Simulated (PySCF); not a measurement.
**CH7NOSi2: electronic excitations and core binding energies**

Wanted: the electronic excitations and core binding energies of CH7NOSi2 (`O=CN[SiH2][SiH3]`), by calculation.

The runs use PySCF 2.14.0, with density-fitted response routines of our own; the level of theory stands in each step. All values are computed, except where a source is named. Atoms are numbered from 0 throughout.

**1. The starting structure**

12 atoms, charge 0, multiplicity 1; geometry from: GFN2-xTB.

Bonds of the start (Å): O0–C1 1.21, C1–N2 1.33, N2–Si3 1.78, Si3–Si4 2.31, C1–H5 1.11, N2–H6 1.01, Si3–H7 1.47, Si3–H8 1.47, Si4–H9 1.46, Si4–H10 1.46, Si4–H11 1.49.

**2. TDDFT and polarisability: wB97X-D/def2-SVPD**

Job settings and geometry (Å):

```
{"job": {"kind": "uv", "xc": "wB97X-D", "basis": "def2-SVPD", "nstates": 8, "ntriplets": 3}, "charge": 0, "multiplicity": 1}
O      0.648359     1.539534    -0.585327
C      1.557077     0.763699    -0.376314
N      1.401334    -0.479924     0.073497
Si    -0.217398    -1.138499     0.420566
Si    -1.679676     0.571498    -0.094641
H      2.605330     1.063624    -0.557540
H      2.238829    -1.023405     0.204762
H     -0.191224    -2.371871    -0.381657
H     -0.042207    -1.585509     1.811482
H     -1.575509     1.732977     0.783451
H     -1.717760     0.914948    -1.513232
H     -3.025956     0.012244     0.188925
```

With the program's defaults for keys left out, this is: TDDFT wB97X-D/def2-SVPD, vertical, gas phase, core orbitals frozen in the response.

On the command line:

```console
$ OMP_NUM_THREADS=1 python probes_run.py task.json out
```

This one command runs all jobs of the session in turn.

Output:

```text
coarse grid: 10824 points
cycle   1  E = -750.6955633146  dE =  5.497e-01  |g| = 8.010e-01  |ddm| = 4.080e+00
cycle   2  E = -750.5360258320  dE =  1.595e-01  |g| = 1.261e+00  |ddm| = 1.852e+00
cycle   3  E = -750.8321186851  dE = -2.961e-01  |g| = 1.001e-01  |ddm| = 1.139e+00
cycle   4  E = -750.8338577027  dE = -1.739e-03  |g| = 5.423e-02  |ddm| = 1.671e-01
cycle   5  E = -750.8344964271  dE = -6.387e-04  |g| = 6.713e-03  |ddm| = 7.132e-02
cycle   6  E = -750.8345154601  dE = -1.903e-05  |g| = 1.923e-03  |ddm| = 2.092e-02
cycle   7  E = -750.8345175766  dE = -2.116e-06  |g| = 5.534e-04  |ddm| = 8.207e-03
final grid: 94864 points
cycle   8  E = -750.9365712832  dE = -5.112e-05  |g| = 5.422e-03  |ddm| = 9.858e-02
cycle   9  E = -750.9365712860  dE = -2.852e-09  |g| = 5.729e-03  |ddm| = 1.523e-02
cycle  10  E = -750.9365778601  dE = -6.574e-06  |g| = 7.269e-04  |ddm| = 5.275e-03
cycle  11  E = -750.9365779493  dE = -8.923e-08  |g| = 5.364e-04  |ddm| = 1.412e-03
cycle  12  E = -750.9365780066  dE = -5.728e-08  |g| = 5.976e-05  |ddm| = 8.718e-04
cycle  13  E = -750.9365780085  dE = -1.894e-09  |g| = 1.958e-05  |ddm| = 1.974e-04
cycle  14  E = -750.9365780087  dE = -2.221e-10  |g| = 4.507e-06  |ddm| = 7.534e-05
converged SCF energy = -750.9365780087

Static polarisability (au): isotropic 78.660, principal 62.927 82.443 90.610

Singlet excitations
state   eV       nm        f      main configurations
  1   5.7966    213.9   0.00204   H->L+1 0.63, H->L+3 0.22
  2   6.7990    182.4   0.00388   H->L 0.60, H-1->L+1 0.26
  3   6.8992    179.7   0.00171   H-1->L 0.93
  4   7.0789    175.1   0.00274   H->L+3 0.67, H->L+1 0.26
  5   7.3480    168.7   0.16723   H-1->L+1 0.61, H->L 0.20
  6   7.5235    164.8   0.00117   H->L+2 0.87
  7   7.6277    162.5   0.00163   H-1->L+3 0.62, H-2->L 0.21
  8   7.7448    160.1   0.00273   H-1->L+2 0.80

Triplet excitations (Tamm-Dancoff, eV): 5.3921 5.5511 6.2757
```

Wall time 50 s (1 thread of Arm Neoverse N1, shared host); peak memory 0.78 GiB.

Frontier orbitals and where they lie:

```csv
orbital,eV,atoms
HOMO−3,-11.34,"Si4 31 %, H11 24 %, O0 22 %"
HOMO−2,-10.74,"Si4 30 %, Si3 26 %, H9 7 %"
HOMO−1,-9.97,"N2 38 %, O0 26 %, Si3 9 %"
HOMO,-9.55,"O0 44 %, Si4 15 %, H11 11 %"
LUMO,1.46,"Si3 36 %, Si4 13 %, H8 11 %"
LUMO+1,1.80,"C1 30 %, Si3 16 %, O0 14 %"
LUMO+2,1.99,"Si3 26 %, Si4 24 %, C1 12 %"
```

With each of the 8 states as a Gaussian band of 0.4 eV half-width at 1/e, the curve within the window shown has maxima at 214 nm (ε 83), 169 nm (ε 7,000) L/(mol cm). Beyond the last state computed it falls off for lack of states. The curve at chosen wavelengths:

```
 nm  ε (L/mol/cm)
154           420
157          1233
161          3411
164          5421
167          6793
171          6592
174          5186
178          2969
181          1704
184           908
188           373
191           192
194           104
198            58
201            52
204            58
208            73
211            81
214            83
218            76
221            66
225            49
228            37
231            26
235            15
238             9
```

Leading natural transition orbitals of singlet state 5: the hole lies on N2 45 %; O0 31 %; the particle on C1 26 %; Si3 14 %; O0 13 %.

Leading natural transition orbitals of singlet state 1: the hole lies on O0 68 %; H5 11 %; the particle on C1 43 %; O0 23 %; H5 13 %.

Further results of this job:

```csv
property,computed
dipole moment (D),3.50
polarisability (Å³),11.66
HOMO–LUMO gap (eV),11.01
−ε(HOMO) (eV),9.55
```

Orbitals, density, ELF and potential are computed afterwards from the orbital file.

Frontier orbitals at wB97X-D/def2-SVPD, with the share of their density that lies nearest to each atom:

```csv
orbital,energy (eV),lies on
HOMO,-9.55,O0 46 %; H11 18 %; H5 8 %
LUMO,1.46,"Si3 21 %; H6, H7, H8 about 16 % each; Si4 6 %"
```

ELF in a plane through or near 8 of the atoms.

Ten even steps from '0' (0.00) to '9' (1.00):
```
0000000000000000000000000000
0000000000000000000000000000
0000000000000000000000000000
0000000000024420000000000000
0000002400157751000000000000
0000059993268883000000000000
0000089998474483012210000000
0000059995647882122321000000
0000001354333221014023210000
0000000027872026066279974000
0000006994748369720499998100
0000029998687125985899998100
0000018996561780873699996000
0000001210011110220048720000
0000000000013432100001000000
0000000000001221000000000000
0000000000000000000000000000
0000000000000000000000000000
0000000000000000000000000000
0000000000000000000000000000
```
The map spans 11.2 Å across and 9.4 Å up, centred on the molecule. Atoms in the plane (x, y in Å): O0 (-0.4, 1.7), C1 (-1.4, 1.1), N2 (-1.5, -0.3), Si3 (0.0, -1.2), Si4 (1.7, 0.3), H5 (-2.4, 1.6), H6 (-2.4, -0.7), H11 (3.0, -0.5).

log10 of the density (e/Å³) in the same plane.

Ten even steps from ' ' (-4.0) to '@' (2.0):
```
                                                        
                                                        
                  ....::::::::..                        
            ....::::----==----::........                
        ....::------====++++==----::::::::..            
      ....--==++++++++**####**++==--------::....        
      ..::--++********##%%%%##++==========--::....      
      ..::--==****##@@######**++++++++++++==--::::..    
      ..::--==++****####**++++++++**%%**++====--::..    
        ..::--==**######**++++++**%%@@##**++==----::..  
        ..--==++**##@@##**++++**************++==--::..  
        ..--==**########****##******++******++==--::..  
        ..::==++++********@@@@**++++++++++++==----::    
          ..::--======++++****++++====--------::::..    
            ..::::--====++++++++====--::::::::....      
                ..::----========----::......            
                ....::----------::::..                  
                  ....::::::::::....                    
                        ......                          
                                                        
```
The map spans 11.2 Å across and 9.4 Å up, centred on the molecule. Atoms in the plane (x, y in Å): O0 (-0.4, 1.7), C1 (-1.4, 1.1), N2 (-1.5, -0.3), Si3 (0.0, -1.2), Si4 (1.7, 0.3), H5 (-2.4, 1.6), H6 (-2.4, -0.7), H11 (3.0, -0.5).

On the surface of density 0.002 e/bohr³ the electrostatic potential runs, from the 1st to the 99th percentile, from -1.59 V near O0 to 2.25 V near H6.

**3. X-ray photoelectron lines: SCAN, X2C**

The job, as its differences from that of step 2:

```diff
@@ -1,2 +1,2 @@
-{"job": {"kind": "uv", "xc": "wB97X-D", "basis": "def2-SVPD", "nstates": 8, "ntriplets": 3}, "charge": 0, "multiplicity": 1}
+{"job": {"kind": "xps"}, "charge": 0, "multiplicity": 1}
 O      0.648359     1.539534    -0.585327
```

Level: delta-SCF UKS SCAN, pcX-2 on the ionised atom, pcseg-1 elsewhere, spin-free X2C.

Output:

```text
ground state, core basis on atom 0 (O), 144 functions
  cycle   1  E = -752.26267818  |g| = 8.68e-01
  cycle   2  E = -751.01067493  |g| = 2.45e+00
  cycle   3  E = -752.37160326  |g| = 3.59e-01
  cycle   4  E = -752.39339951  |g| = 2.13e-01
  cycle   5  E = -752.40344629  |g| = 2.08e-02
  cycle   6  E = -752.40358965  |g| = 8.39e-03
  cycle   7  E = -752.40361241  |g| = 2.73e-03
  cycle   8  E = -752.40361562  |g| = 7.46e-04
  cycle   9  E = -752.40361588  |g| = 1.66e-04
  E(ground) = -752.47292306 Eh
hole in O 1s of atom 0
  cycle   1  E = -731.81529148  |g| = 2.23e+00
  cycle   2  E = -731.10295237  |g| = 2.30e+00
  cycle   3  E = -732.44875990  |g| = 6.66e-01
  cycle   4  E = -732.46399403  |g| = 6.17e-01
  cycle   5  E = -732.65223118  |g| = 7.02e-02
  cycle   6  E = -732.65420593  |g| = 2.21e-02
  cycle   7  E = -732.65452107  |g| = 4.13e-03
  cycle   8  E = -732.65453446  |g| = 1.42e-03
  cycle   9  E = -732.65453542  |g| = 7.48e-04
  cycle  10  E = -732.65453544  |g| = 5.08e-04
  cycle  11  E = -732.65453672  |g| = 2.51e-04
  E(ion) = -732.72500341 Eh   <S^2> = 0.7649   hole on atom = 1.000   binding energy = 537.368 eV
ground state, core basis on atom 1 (C), 144 functions
  cycle   1  E = -752.37971161  |g| = 8.48e-02
  cycle   2  E = -752.37509232  |g| = 1.64e-01
  cycle   3  E = -752.38030544  |g| = 2.96e-02
  cycle   4  E = -752.38047612  |g| = 8.51e-03
  cycle   5  E = -752.38049469  |g| = 1.22e-03
  cycle   6  E = -752.38049495  |g| = 2.16e-04
  E(ground) = -752.45229451 Eh
hole in C 1s of atom 1
  cycle   1  E = -741.02660600  |g| = 1.50e+00
  cycle   2  E = -738.75953073  |g| = 2.29e+00
  cycle   3  E = -741.35077828  |g| = 5.86e-01
  cycle   4  E = -741.54716796  |g| = 2.78e-01
  cycle   5  E = -741.56334165  |g| = 2.03e-01
  cycle   6  E = -741.56372110  |g| = 1.79e-01
  cycle   7  E = -741.57906311  |g| = 1.56e-02
  cycle   8  E = -741.57918789  |g| = 5.48e-03
  cycle   9  E = -741.57921345  |g| = 1.73e-03
  cycle  10  E = -741.57921714  |g| = 8.91e-04
  cycle  11  E = -741.57921963  |g| = 6.32e-04
  cycle  12  E = -741.57922046  |g| = 2.84e-04
  E(ion) = -741.64943646 Eh   <S^2> = 0.7787   hole on atom = 1.000   binding energy = 293.961 eV
ground state, core basis on atom 2 (N), 144 functions
  cycle   1  E = -752.38979388  |g| = 7.60e-02
  cycle   2  E = -752.38953662  |g| = 4.48e-02
  cycle   3  E = -752.38931310  |g| = 5.60e-02
  cycle   4  E = -752.38987881  |g| = 1.48e-02
  cycle   5  E = -752.38992638  |g| = 1.33e-03
  cycle   6  E = -752.38992412  |g| = 3.22e-04
  E(ground) = -752.46028580 Eh
hole in N 1s of atom 2
  cycle   1  E = -736.77583698  |g| = 1.87e+00
  cycle   2  E = -734.80753282  |g| = 2.63e+00
  cycle   3  E = -737.14037287  |g| = 8.61e-01
  cycle   4  E = -737.25185608  |g| = 7.61e-01
  cycle   5  E = -737.47740830  |g| = 1.28e-01
  cycle   6  E = -737.48618350  |g| = 2.40e-02
  cycle   7  E = -737.48656525  |g| = 7.35e-03
  cycle   8  E = -737.48659880  |g| = 2.38e-03
  cycle   9  E = -737.48660345  |g| = 1.23e-03
  cycle  10  E = -737.48660444  |g| = 3.63e-04
  E(ion) = -737.55455466 Eh   <S^2> = 0.7655   hole on atom = 1.000   binding energy = 405.606 eV
ground state, core basis on atom 3 (Si), 155 functions
  cycle   1  E = -752.47156071  |g| = 2.87e-01
  cycle   2  E = -752.47161389  |g| = 3.70e-02
  cycle   3  E = -752.47150770  |g| = 3.51e-02
  cycle   4  E = -752.47165449  |g| = 2.14e-02
  cycle   5  E = -752.47175300  |g| = 2.91e-03
  cycle   6  E = -752.47175750  |g| = 5.53e-04
  cycle   7  E = -752.47175478  |g| = 1.02e-04
  E(ground) = -752.50205003 Eh
hole in Si 1s of atom 3
  cycle   1  E = -683.53125744  |g| = 4.35e+00
  cycle   2  E = -682.26385872  |g| = 2.58e+00
  cycle   3  E = -681.80845707  |g| = 2.06e+00
  cycle   4  E = -684.51133602  |g| = 4.14e-01
  cycle   5  E = -684.52375154  |g| = 3.89e-01
  cycle   6  E = -684.59194884  |g| = 1.03e-01
  cycle   7  E = -684.59686709  |g| = 3.33e-02
  cycle   8  E = -684.59721644  |g| = 1.55e-02
  cycle   9  E = -684.59730983  |g| = 4.60e-03
  cycle  10  E = -684.59732001  |g| = 6.33e-04
  cycle  11  E = -684.59732120  |g| = 1.70e-04
  E(ion) = -684.63515100 Eh   <S^2> = 0.7522   hole on atom = 1.000   binding energy = 1846.752 eV
hole in Si 2p of atom 3
  cycle   1  E = -748.18812946  |g| = 1.24e+00
  cycle   2  E = -747.12055620  |g| = 1.66e+00
  cycle   3  E = -748.10056753  |g| = 9.16e-01
  cycle   4  E = -748.49027319  |g| = 2.39e-01
  cycle   5  E = -748.50016216  |g| = 1.95e-01
  cycle   6  E = -748.51811242  |g| = 3.11e-02
  cycle   7  E = -748.51861426  |g| = 7.95e-03
  cycle   8  E = -748.51864700  |g| = 2.80e-03
  cycle   9  E = -748.51865081  |g| = 1.16e-03
  cycle  10  E = -748.51865224  |g| = 3.44e-04
  E(ion) = -748.56026932 Eh   <S^2> = 0.7519   hole on atom = 1.002   binding energy = 107.261 eV
  2p3/2 = 107.010 eV   2p1/2 = 107.635 eV
ground state, core basis on atom 4 (Si), 155 functions
  cycle   1  E = -752.46713291  |g| = 2.87e-01
  cycle   2  E = -752.46722649  |g| = 3.44e-02
  cycle   3  E = -752.46716925  |g| = 3.15e-02
  cycle   4  E = -752.46731321  |g| = 1.76e-02
  cycle   5  E = -752.46737289  |g| = 3.63e-03
  cycle   6  E = -752.46737462  |g| = 6.75e-04
  cycle   7  E = -752.46737354  |g| = 7.69e-05
  E(ground) = -752.49804477 Eh
hole in Si 1s of atom 4
  cycle   1  E = -683.55693506  |g| = 4.35e+00
  cycle   2  E = -683.69785093  |g| = 2.10e+00
  cycle   3  E = -684.31988689  |g| = 6.77e-01
  cycle   4  E = -684.58729037  |g| = 2.41e-01
  cycle   5  E = -684.61761184  |g| = 9.83e-02
  cycle   6  E = -684.62066962  |g| = 4.66e-02
  cycle   7  E = -684.62107702  |g| = 3.40e-02
  cycle   8  E = -684.62156749  |g| = 6.37e-03
  cycle   9  E = -684.62158540  |g| = 1.87e-03
  cycle  10  E = -684.62158851  |g| = 4.10e-04
  E(ion) = -684.66005072 Eh   <S^2> = 0.7524   hole on atom = 1.000   binding energy = 1845.966 eV
hole in Si 2p of atom 4
  cycle   1  E = -748.21544658  |g| = 1.23e+00
  cycle   2  E = -748.08757328  |g| = 1.07e+00
  cycle   3  E = -748.50801740  |g| = 2.29e-01
  cycle   4  E = -748.53948453  |g| = 1.01e-01
  cycle   5  E = -748.54204800  |g| = 6.81e-02
  cycle   6  E = -748.54386589  |g| = 2.45e-02
  cycle   7  E = -748.54411247  |g| = 6.18e-03
  cycle   8  E = -748.54412740  |g| = 1.82e-03
  cycle   9  E = -748.54412965  |g| = 3.95e-04
  E(ion) = -748.58652544 Eh   <S^2> = 0.7520   hole on atom = 1.002   binding energy = 106.438 eV
  2p3/2 = 106.241 eV   2p1/2 = 106.865 eV
```

It took 1.8 min on 1 thread of Arm Neoverse N1, shared host; peak memory 0.58 GiB.

The holes in one table. −ε is the ground-state orbital energy:

```csv
hole,stands for,environment,ΔSCF (eV; 2p as the shell's mean),−ε (eV),⟨S²⟩
O1s on O0,O0,amide-type carbonyl oxygen,537.37,516.2,0.765
C1s on C1,C1,amide carbonyl carbon,293.96,276.6,0.779
N1s on N2,N2,amide-type nitrogen,405.61,386.7,0.765
Si1s on Si3,Si3,"silicon bonded to N, Si, 2 H",1846.75,1793.8,0.752
Si2p on Si3,Si3,"silicon bonded to N, Si, 2 H",107.22,96.6,0.752
Si1s on Si4,Si4,"silicon bonded to Si, 3 H",1845.97,1792.9,0.752
Si2p on Si4,Si4,"silicon bonded to Si, 3 H",106.45,95.8,0.752
```

With the spin-orbit splitting: Si3 2p3/2 107.01, 2p1/2 107.63 eV; Si4 2p3/2 106.24, 2p1/2 106.86 eV. The table gives each 2p level as the mean over the whole 2p shell (two parts 2p3/2, one part 2p1/2), which differs a little from the single hole in the log.

**4. Summary of results**

```
                                quantity                        value
      lowest singlet (wB97X-D/def2-SVPD)  5.80 eV (214 nm), f = 0.002
brightest single state of those computed  state 5, 7.35 eV, f = 0.167
                          lowest triplet                      5.39 eV
   surface potential, 1st and 99th percentile           -1.59 V and 2.25 V
       Si1s binding energies, SCAN/pcX-2  Si3 1846.75, Si4 1845.97 eV
       Si2p binding energies, SCAN/pcX-2    Si3 107.22, Si4 106.45 eV
        O1s binding energies, SCAN/pcX-2                 O0 537.37 eV
        C1s binding energies, SCAN/pcX-2                 C1 293.96 eV
        N1s binding energies, SCAN/pcX-2                 N2 405.61 eV
```

The first singlet state (HOMO→LUMO+1 0.63, HOMO→LUMO+3 0.22) lies at 5.80 eV and is weak; of the 8 states computed, the strongest absorption comes from state 5 at 7.35 eV. The lowest triplet lies 0.40 eV below the lowest singlet (triplets in Tamm-Dancoff, singlets in full TDDFT). Si3 (silicon bonded to N, Si, 2 H) binds its Si1s electron 0.79 eV more tightly than Si4 (silicon bonded to Si, 3 H). The Si2p levels kept as sound span 0.77 eV, from Si4 (silicon bonded to Si, 3 H) up to Si3 (silicon bonded to N, Si, 2 H).
